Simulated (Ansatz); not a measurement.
**AlPNH4OF (SMILES [NH2][Al]([F])[PH]O) at PBE0/def2-SVP**

Aim: the energy change on altering one bond length of AlPNH4OF at PBE0/def2-SVP, from 2 runs. 

The calculation is run with Ansatz 0.2.0.

147 further runs of the same task are left out: 147 set aside as unsound or not needed.

**1. The molecule**

AlPNH4OF has 9 atoms, charge 0, and is taken as a singlet. SMILES: `[NH2][Al]([F])[PH]O`. The coordinates come from a PBE0-D4/def2-TZVP relaxation. This is one conformer, not always the lowest.

Bond lengths: N1–Al2 1.755 Å, Al2–F3 1.652 Å, Al2–P4 2.334 Å, P4–O5 1.677 Å, N1–H6 1.007 Å, N1–H7 1.006 Å, P4–H8 1.430 Å, O5–H9 0.960 Å. Angles: N1–Al2–F3 119.8°, N1–Al2–P4 121.0°, F3–Al2–P4 119.0°, Al2–P4–O5 96.2°, Al2–N1–H6 122.5°, Al2–N1–H7 126.3°, Al2–P4–H8 92.8°, O5–P4–H8 100.3°, P4–O5–H9 109.0°, H6–N1–H7 111.1°.

**2. A single-point energy at PBE0/def2-SVP**

Input file input.yaml:

```yaml
crystal:
  periodic: [false, false, false]
  atoms:
    - {symbol: "N", position_ang: [1.489200, 1.004600, -0.185800]}
    - {symbol: Al, position_ang: [0.882400, -0.572900, 0.285200]}
    - {symbol: F, position_ang: [1.905300, -1.677400, 0.966000]}
    - {symbol: P, position_ang: [-1.322700, -1.196100, -0.158400]}
    - {symbol: O, position_ang: [-1.889900, 0.351100, -0.471500]}
    - {symbol: H, position_ang: [0.893900, 1.722700, -0.565900]}
    - {symbol: H, position_ang: [2.431700, 1.338900, -0.072400]}
    - {symbol: H, position_ang: [-1.643200, -1.310200, 1.230300]}
    - {symbol: H, position_ang: [-2.658100, 0.293000, -1.044600]}
basis:
  gaussian:
    orbitals: def2-SVP
hamiltonian:
  xc: {name: PBE0}
output: {orbitals: {seedname: orbitals}}
accuracy: high
```

On the command line:

```sh
$ ansatz run input.yaml --threads 1 --pin off --max-ram 3480MiB --events-out events.jsonl --progress --plain --runs-dir runs
```

Output:

```text
Warning: RAYON_NUM_THREADS=1 ignored (pool sized by the plan → 1); use --threads N
Functional definition: PBE0
  name "PBE0"
  parameter a = 0.25
  parameter kappa = 0.804
  parameter beta = 0.06672455060314922
  exchange = (1 - a)*pbe_x(kappa = kappa, mu = beta*pi^2/3) + a*exact_x
  correlation = pbe_c(beta = beta)
2114 factors; integrals over basis functions are off by at most 6.6e-9 eV
mean field evaluation 1: about -22174.7465 eV, gradient 7.4e1 eV
mean field evaluation 2: about -22154.7720 eV, gradient 1.2e2 eV
mean field evaluation 4: about -22184.6799 eV, gradient 6.9e0 eV
mean field evaluation 8: about -22184.9754 eV, gradient 2.6e-1 eV
mean field evaluation 16: about -22184.9755 eV, gradient 1.3e-4 eV
mean field -22184.97554966 eV, -815.2828139333 hartree, gradient 6.3e-8 eV, S^2 0.000000; 0 other end points of the search recorded, 0 dependent functions left out
reference -22184.97555262 eV, -815.2828140421 hartree; 28, 28 occupied and 70, 70 virtual orbitals, 2114 factors
Total energy: -22184.97555262 eV, -815.2828140421 hartree
```

Wall time 10 s (1 thread of Arm Neoverse V1, shared host); peak memory 0.35 GiB.

**3. The distorted shape**

Input file input.yaml:

```yaml
crystal:
  periodic: [false, false, false]
  atoms:
    - {symbol: N, position_ang: [1.585351, 1.038830, -0.602416]}
    - {symbol: Al, position_ang: [0.978551, -0.538670, -0.131416]}
    - {symbol: F, position_ang: [2.001451, -1.643170, 0.549384]}
    - {symbol: P, position_ang: [-1.226549, -1.161870, -0.575016]}
    - {symbol: O, position_ang: [-1.793749, 0.385330, -0.888116]}
    - {symbol: H, position_ang: [0.990051, 1.756930, -0.982516]}
    - {symbol: H, position_ang: [2.527851, 1.373130, -0.489016]}
    - {symbol: H, position_ang: [-1.643200, -1.310200, 1.230300]}
    - {symbol: H, position_ang: [-2.561949, 0.327230, -1.461216]}
basis:
  gaussian: {orbitals: def2-SVP}
hamiltonian: {xc: {name: PBE0}}
accuracy: high
output: {orbitals: {seedname: orbitals}}
```

On the command line:

```sh
$ ansatz run input.yaml --threads 1 --pin off --max-ram 3480MiB --events-out events.jsonl --progress --plain --runs-dir runs
```

Output:

```text
Warning: RAYON_NUM_THREADS=1 ignored (pool sized by the plan → 1); use --threads N
Functional definition: PBE0
  name "PBE0"
  parameter a = 0.25
  parameter kappa = 0.804
  parameter beta = 0.06672455060314922
  exchange = (1 - a)*pbe_x(kappa = kappa, mu = beta*pi^2/3) + a*exact_x
  correlation = pbe_c(beta = beta)
2105 factors; integrals over basis functions are off by at most 8.2e-9 eV
mean field evaluation 1: about -22173.7028 eV, gradient 7.4e1 eV
mean field evaluation 2: about -22148.2100 eV, gradient 1.3e2 eV
mean field evaluation 4: about -22183.7391 eV, gradient 8.8e0 eV
mean field evaluation 8: about -22184.0660 eV, gradient 4.0e-1 eV
mean field evaluation 16: about -22184.0665 eV, gradient 1.7e-4 eV
mean field -22184.06652516 eV, -815.2494078992 hartree, gradient 6.6e-8 eV, S^2 0.000000; 0 other end points of the search recorded, 0 dependent functions left out
reference -22184.06652809 eV, -815.2494080069 hartree; 28, 28 occupied and 70, 70 virtual orbitals, 2105 factors
Total energy: -22184.06652809 eV, -815.2494080069 hartree
```

It took 11 s on 1 thread of Arm Neoverse V1, shared host; peak memory 0.35 GiB.

**4. Results**

Level: PBE0/def2-SVP.

```
                                                         quantity          value
                                        first shape: total energy  -815.28281 Eh
                                         first shape: HOMO energy       -6.73 eV
                                         first shape: LUMO energy       -0.29 eV
                                       first shape: HOMO–LUMO gap        6.44 eV
                                    distorted shape: total energy  -815.24941 Eh
                                     distorted shape: HOMO energy       -6.88 eV
                                     distorted shape: LUMO energy       -0.88 eV
                                   distorted shape: HOMO–LUMO gap        6.00 eV
energy change with the P4–H8 bond stretched from 1.430 to 1.859 Å       0.909 eV
```

**Reading.** With the P4–H8 bond stretched from 1.430 to 1.859 Å the energy rises by 0.91 eV (21.0 kcal/mol). The first shape isn't relaxed at this level, so the change isn't measured from a minimum.
